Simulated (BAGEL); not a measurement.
**One shape, several levels: triplet CH3BFNS**

Wanted: a comparison of 4 runs (ROHF/6-31G*, UHF/6-31G*, ROHF/def2-SVP, UHF/def2-SVP) of triplet CH3BFNS. 

The calculation is run with BAGEL 1.2.2.

3 further runs of the same task are left out: 3 that didn't finish.

### Step 1. The molecule

The species is CH3BFNS (8 atoms), meant as a triplet with charge 0. As SMILES of the parent species, `[H]/N=C(\F)BS`. The coordinates come from a PBE0-D4/def2-TZVP relaxation. This is one conformer, not always the lowest. That shape belongs to the parent species and isn't relaxed for this state.

Bond lengths: N1–C2 1.252 Å, C2–F3 1.354 Å, C2–B4 1.579 Å, B4–S5 1.755 Å, N1–H6 1.020 Å, B4–H7 1.189 Å, S5–H8 1.350 Å. Angles: N1–C2–F3 121.1°, N1–C2–B4 124.6°, F3–C2–B4 114.2°, C2–B4–S5 119.6°, C2–N1–H6 112.6°, C2–B4–H7 121.4°, S5–B4–H7 119.1°, B4–S5–H8 95.5°.

### Step 2. A single-point energy at ROHF/6-31G(d) (density fitting with qzvpp-jkfit, spherical functions) (run 1)

File calc.json:

```json
{ "bagel" : [

{
  "title" : "molecule",
  "basis" : "6-31gs.json",
  "df_basis" : "qzvpp-jkfit",
  "angstrom" : true,
  "geometry" : [
    { "atom" : "N", "xyz" : [   -0.609500,    1.141200,    0.549300 ] },
    { "atom" : "C", "xyz" : [    0.366200,    0.358100,    0.495800 ] },
    { "atom" : "F", "xyz" : [    1.453300,    0.539900,    1.282800 ] },
    { "atom" : "B", "xyz" : [    0.458400,   -0.897500,   -0.457500 ] },
    { "atom" : "S", "xyz" : [   -0.874300,   -1.263500,   -1.539900 ] },
    { "atom" : "H", "xyz" : [   -0.474800,    1.889400,    1.229400 ] },
    { "atom" : "H", "xyz" : [    1.414400,   -1.604000,   -0.459200 ] },
    { "atom" : "H", "xyz" : [   -1.641600,   -0.220700,   -1.156700 ] }
  ]
},
{
  "title" : "rohf",
  "nopen" : 2
},
{
  "title" : "print",
  "file" : "orbitals.molden",
  "orbitals" : true
}

]}
```

The basis set 6-31G* is read from a file made from the Basis Set Exchange's data (not shown).

The run is started by

```console
$ BAGEL_NUM_THREADS=1 BAGEL calc.json > calc.out
```

The program printed:

```text
* using 1 threads per process

  ===============================================================
  ===============================================================

  *** Geometry ***

  { "atom" : "N", "xyz" : [     -1.151788,      2.156555,      1.038027 ] },
  { "atom" : "C", "xyz" : [      0.692018,      0.676711,      0.936926 ] },
  { "atom" : "F", "xyz" : [      2.746339,      1.020263,      2.424141 ] },
  { "atom" : "B", "xyz" : [      0.866250,     -1.696029,     -0.864550 ] },
  { "atom" : "S", "xyz" : [     -1.652188,     -2.387669,     -2.909989 ] },
  { "atom" : "H", "xyz" : [     -0.897242,      3.570449,      2.323229 ] },
  { "atom" : "H", "xyz" : [      2.672829,     -3.031121,     -0.867762 ] },
  { "atom" : "H", "xyz" : [     -3.102174,     -0.417063,     -2.185846 ] },

  Number of auxiliary basis functions:      486

  Since a DF basis is specified, we compute 2- and 3-index integrals:
    o Being stored without compression. Storage requirement is 0.025 GB

  Number of basis functions:       80
  Number of electrons      :       46

    * METHOD: MOLECULE                             0.23

  *** Open-shell HF ***

  === Nuclear Repulsion ===
   191.0680061809

      * DIIS with orbital gradients will be used.

  === ROHF iteration (6-31gs.json) ===
      0       -615.26869008          0.03948774           0.14
      1       -615.41296028          0.02874829           0.14
      2       -615.47501464          0.02040460           0.14
      3       -615.53644263          0.00235181           0.14
      4       -615.54047437          0.00157422           0.14
      5       -615.54330111          0.00123024           0.14
      6       -615.54540528          0.00093882           0.14
      7       -615.54702010          0.00038529           0.14
      8       -615.54733545          0.00012642           0.14
      9       -615.54736114          0.00006610           0.14
     10       -615.54736407          0.00002688           0.15
     11       -615.54736673          0.00001077           0.14
     12       -615.54736911          0.00000450           0.14
     13       -615.54736913          0.00000269           0.14
     14       -615.54736935          0.00000096           0.14
     15       -615.54736935          0.00000045           0.14
     16       -615.54736934          0.00000014           0.14
     17       -615.54736935          0.00000009           0.14
     18       -615.54736934          0.00000006           0.14
     19       -615.54736935          0.00000005           0.14
     20       -615.54736935          0.00000004           0.14
     21       -615.54736935          0.00000002           0.14
     22       -615.54736935          0.00000001           0.14
    * SCF iteration converged.

    * S^2 (ROHF) is 2.0000

    * Permanent dipole moment:
           (    1.158605,     0.507607,     1.093789) a.u.

    * METHOD: ROHF                                 3.44

    * METHOD: PRINT                                0.01

  ===============================================================
```

It took 3.9 s on 1 thread of Arm Neoverse V2, shared host; peak memory 0.11 GiB.

### Step 3. A single-point energy at UHF/6-31G(d) (density fitting with qzvpp-jkfit, spherical functions) (run 2)

Edit calc.json of step 2 so:

```diff
@@ -19,3 +19,3 @@
 {
-  "title" : "rohf",
+  "title" : "uhf",
   "nopen" : 2
```

The basis set 6-31G* is read from a file made from the Basis Set Exchange's data (not shown).

The run is started by

```console
$ BAGEL_NUM_THREADS=1 BAGEL calc.json > calc.out
```

The program printed:

```text
* using 1 threads per process

  ===============================================================
  ===============================================================

  *** Geometry ***

  { "atom" : "N", "xyz" : [     -1.151788,      2.156555,      1.038027 ] },
  { "atom" : "C", "xyz" : [      0.692018,      0.676711,      0.936926 ] },
  { "atom" : "F", "xyz" : [      2.746339,      1.020263,      2.424141 ] },
  { "atom" : "B", "xyz" : [      0.866250,     -1.696029,     -0.864550 ] },
  { "atom" : "S", "xyz" : [     -1.652188,     -2.387669,     -2.909989 ] },
  { "atom" : "H", "xyz" : [     -0.897242,      3.570449,      2.323229 ] },
  { "atom" : "H", "xyz" : [      2.672829,     -3.031121,     -0.867762 ] },
  { "atom" : "H", "xyz" : [     -3.102174,     -0.417063,     -2.185846 ] },

  Number of auxiliary basis functions:      486

  Since a DF basis is specified, we compute 2- and 3-index integrals:
    o Being stored without compression. Storage requirement is 0.025 GB

  Number of basis functions:       80
  Number of electrons      :       46

    * METHOD: MOLECULE                             0.22

  *** Open-shell HF ***

  === Nuclear Repulsion ===
   191.0680061809

      * DIIS with orbital gradients will be used.

  === UHF iteration (6-31gs.json) ===
      0       -615.26869008          0.03948774           0.14
      1       -615.42343257          0.02823755           0.14
      2       -615.49044971          0.01939714           0.14
      3       -615.54597514          0.00222442           0.14
      4       -615.55183037          0.00143824           0.14
      5       -615.55551689          0.00095000           0.14
      6       -615.55817528          0.00041479           0.14
      7       -615.55871876          0.00014242           0.14
      8       -615.55874478          0.00006335           0.14
      9       -615.55876060          0.00004848           0.14
     10       -615.55877170          0.00003731           0.14
     11       -615.55878181          0.00002798           0.14
     12       -615.55878776          0.00001574           0.14
     13       -615.55879021          0.00000924           0.14
     14       -615.55879081          0.00000372           0.14
     15       -615.55879093          0.00000110           0.14
     16       -615.55879095          0.00000053           0.14
     17       -615.55879095          0.00000026           0.14
     18       -615.55879095          0.00000014           0.14
     19       -615.55879095          0.00000010           0.14
     20       -615.55879095          0.00000006           0.14
     21       -615.55879095          0.00000003           0.14
     22       -615.55879095          0.00000001           0.14
     23       -615.55879095          0.00000001           0.14
    * SCF iteration converged.

    * S^2 (UHF) is 2.0838

    * Permanent dipole moment:
           (    1.221954,     0.425325,     1.065025) a.u.

    * METHOD: UHF                                  3.55

    * METHOD: PRINT                                0.01

  ===============================================================
```

It took 4.2 s on 1 thread of Arm Neoverse V2, shared host; peak memory 0.11 GiB.

### Step 4. The energy at ROHF/def2-SVP (density fitting with qzvpp-jkfit) (run 3)

File calc.json:

```json
{ "bagel": [

{
  "title": "molecule",
  "basis": "svp",
  "df_basis": "qzvpp-jkfit",
  "angstrom": true,
  "geometry": [
    { "atom": "N", "xyz": [      -0.609500,       1.141200,       0.549300 ] },
    { "atom": "C", "xyz": [       0.366200,       0.358100,       0.495800 ] },
    { "atom": "F", "xyz": [       1.453300,       0.539900,       1.282800 ] },
    { "atom": "B", "xyz": [       0.458400,      -0.897500,      -0.457500 ] },
    { "atom": "S", "xyz": [      -0.874300,      -1.263500,      -1.539900 ] },
    { "atom": "H", "xyz": [      -0.474800,       1.889400,       1.229400 ] },
    { "atom": "H", "xyz": [       1.414400,      -1.604000,      -0.459200 ] },
    { "atom": "H", "xyz": [      -1.641600,      -0.220700,      -1.156700 ] }
  ]
},

{
  "title": "rohf",
  "nopen": 2
},

{
  "title": "print",
  "file": "orbitals.molden",
  "orbitals": true
}

]}
```

The run is started by

```console
$ BAGEL_NUM_THREADS=1 BAGEL calc.json > calc.out
```

The program printed:

```text
* using 1 threads per process

  ===============================================================
  ===============================================================

  *** Geometry ***

  { "atom" : "N", "xyz" : [     -1.151788,      2.156555,      1.038027 ] },
  { "atom" : "C", "xyz" : [      0.692018,      0.676711,      0.936926 ] },
  { "atom" : "F", "xyz" : [      2.746339,      1.020263,      2.424141 ] },
  { "atom" : "B", "xyz" : [      0.866250,     -1.696029,     -0.864550 ] },
  { "atom" : "S", "xyz" : [     -1.652188,     -2.387669,     -2.909989 ] },
  { "atom" : "H", "xyz" : [     -0.897242,      3.570449,      2.323229 ] },
  { "atom" : "H", "xyz" : [      2.672829,     -3.031121,     -0.867762 ] },
  { "atom" : "H", "xyz" : [     -3.102174,     -0.417063,     -2.185846 ] },

  Number of auxiliary basis functions:      486

  Since a DF basis is specified, we compute 2- and 3-index integrals:
    o Being stored without compression. Storage requirement is 0.031 GB

  Number of basis functions:       89
  Number of electrons      :       46

    * METHOD: MOLECULE                             0.22

  *** Open-shell HF ***

  === Nuclear Repulsion ===
   191.0680061809

      * DIIS with orbital gradients will be used.

  === ROHF iteration (svp) ===
      0       -615.03545843          0.03300623           0.16
      1       -615.18479544          0.02239878           0.17
      2       -615.23543186          0.01455788           0.16
      3       -615.27206582          0.00204143           0.16
      4       -615.27537064          0.00127494           0.16
      5       -615.27758944          0.00097321           0.16
      6       -615.27916039          0.00068866           0.16
      7       -615.28012648          0.00029466           0.16
      8       -615.28033084          0.00008782           0.16
      9       -615.28037858          0.00004621           0.16
     10       -615.28037300          0.00001440           0.16
     11       -615.28037753          0.00000515           0.15
     12       -615.28037843          0.00000176           0.16
     13       -615.28037880          0.00000108           0.16
     14       -615.28037885          0.00000042           0.16
     15       -615.28037881          0.00000022           0.16
     16       -615.28037881          0.00000010           0.16
     17       -615.28037879          0.00000006           0.16
     18       -615.28037879          0.00000005           0.16
     19       -615.28037879          0.00000003           0.16
     20       -615.28037879          0.00000002           0.16
     21       -615.28037879          0.00000001           0.16
     22       -615.28037879          0.00000001           0.16
    * SCF iteration converged.

    * S^2 (ROHF) is 2.0000

    * Permanent dipole moment:
           (    1.255111,     0.478460,     1.127245) a.u.

    * METHOD: ROHF                                 3.91

    * METHOD: PRINT                                0.01

  ===============================================================
```

Wall time 4.5 s (1 thread of Arm Neoverse V2, shared host); peak memory 0.12 GiB.

### Step 5. A single-point energy at UHF/def2-SVP (density fitting with qzvpp-jkfit) (run 4)

File input.json:

```json
{ "bagel" : [

{
  "title" : "molecule",
  "basis" : "svp",
  "df_basis" : "qzvpp-jkfit",
  "angstrom" : true,
  "geometry" : [
    { "atom" : "N", "xyz" : [      -0.609500,       1.141200,       0.549300 ] },
    { "atom" : "C", "xyz" : [       0.366200,       0.358100,       0.495800 ] },
    { "atom" : "F", "xyz" : [       1.453300,       0.539900,       1.282800 ] },
    { "atom" : "B", "xyz" : [       0.458400,      -0.897500,      -0.457500 ] },
    { "atom" : "S", "xyz" : [      -0.874300,      -1.263500,      -1.539900 ] },
    { "atom" : "H", "xyz" : [      -0.474800,       1.889400,       1.229400 ] },
    { "atom" : "H", "xyz" : [       1.414400,      -1.604000,      -0.459200 ] },
    { "atom" : "H", "xyz" : [      -1.641600,      -0.220700,      -1.156700 ] }
  ]
},

{ "title" : "uhf", "nopen" : 2 },

{ "title" : "print", "file" : "orbitals.molden", "orbitals" : true }

]}
```

The run is started by

```console
$ BAGEL_NUM_THREADS=1 BAGEL input.json > input.out
```

The program printed:

```text
* using 1 threads per process

  ===============================================================
  ===============================================================

  *** Geometry ***

  { "atom" : "N", "xyz" : [     -1.151788,      2.156555,      1.038027 ] },
  { "atom" : "C", "xyz" : [      0.692018,      0.676711,      0.936926 ] },
  { "atom" : "F", "xyz" : [      2.746339,      1.020263,      2.424141 ] },
  { "atom" : "B", "xyz" : [      0.866250,     -1.696029,     -0.864550 ] },
  { "atom" : "S", "xyz" : [     -1.652188,     -2.387669,     -2.909989 ] },
  { "atom" : "H", "xyz" : [     -0.897242,      3.570449,      2.323229 ] },
  { "atom" : "H", "xyz" : [      2.672829,     -3.031121,     -0.867762 ] },
  { "atom" : "H", "xyz" : [     -3.102174,     -0.417063,     -2.185846 ] },

  Number of auxiliary basis functions:      486

  Since a DF basis is specified, we compute 2- and 3-index integrals:
    o Being stored without compression. Storage requirement is 0.031 GB

  Number of basis functions:       89
  Number of electrons      :       46

    * METHOD: MOLECULE                             0.22

  *** Open-shell HF ***

  === Nuclear Repulsion ===
   191.0680061809

      * DIIS with orbital gradients will be used.

  === UHF iteration (svp) ===
      0       -615.03545843          0.03300623           0.16
      1       -615.19354695          0.02206441           0.16
      2       -615.24787799          0.01389046           0.16
      3       -615.28214091          0.00190839           0.16
      4       -615.28702806          0.00113247           0.16
      5       -615.28991777          0.00071235           0.16
      6       -615.29154026          0.00031784           0.16
      7       -615.29193519          0.00013157           0.16
      8       -615.29198167          0.00006357           0.16
      9       -615.29199828          0.00005312           0.16
     10       -615.29201725          0.00004115           0.16
     11       -615.29203256          0.00002660           0.16
     12       -615.29203966          0.00001240           0.16
     13       -615.29204087          0.00000756           0.16
     14       -615.29204131          0.00000273           0.16
     15       -615.29204137          0.00000095           0.16
     16       -615.29204138          0.00000045           0.16
     17       -615.29204138          0.00000024           0.16
     18       -615.29204138          0.00000014           0.16
     19       -615.29204138          0.00000011           0.16
     20       -615.29204138          0.00000007           0.16
     21       -615.29204138          0.00000004           0.16
     22       -615.29204138          0.00000002           0.16
     23       -615.29204138          0.00000001           0.16
    * SCF iteration converged.

    * S^2 (UHF) is 2.0877

    * Permanent dipole moment:
           (    1.321718,     0.396897,     1.100987) a.u.

    * METHOD: UHF                                  4.00

    * METHOD: PRINT                                0.01

  ===============================================================
```

Wall time 4.5 s (1 thread of Arm Neoverse V2, shared host); peak memory 0.13 GiB.

### Step 6. The series

```tsv
run	level	energy (Eh)	dipole moment (D)	⟨S²⟩	wall time
1	ROHF/6-31G* (density fitting with qzvpp-jkfit, spherical functions)	-615.547369	4.25	2.000	3.9 s
2	UHF/6-31G* (density fitting with qzvpp-jkfit, spherical functions)	-615.558791	4.26	2.084	4.2 s
3	ROHF/def2-SVP (density fitting with qzvpp-jkfit)	-615.280379	4.46	2.000	4.5 s
4	UHF/def2-SVP (density fitting with qzvpp-jkfit)	-615.292041	4.49	2.088	4.5 s
```

### Step 7. Summary of results

| quantity | value |
| --- | --- |
| run 4: total energy | -615.29204 Eh |
| run 4: dipole moment | 4.49 D |
| run 4: ⟨S²⟩ | 2.088 |

The dipole moment (its size) runs from 4.25 D (ROHF/6-31G*) to 4.49 D (UHF/def2-SVP). The two ends differ in method and basis. All runs together took 17 s, the longest 4.5 s.
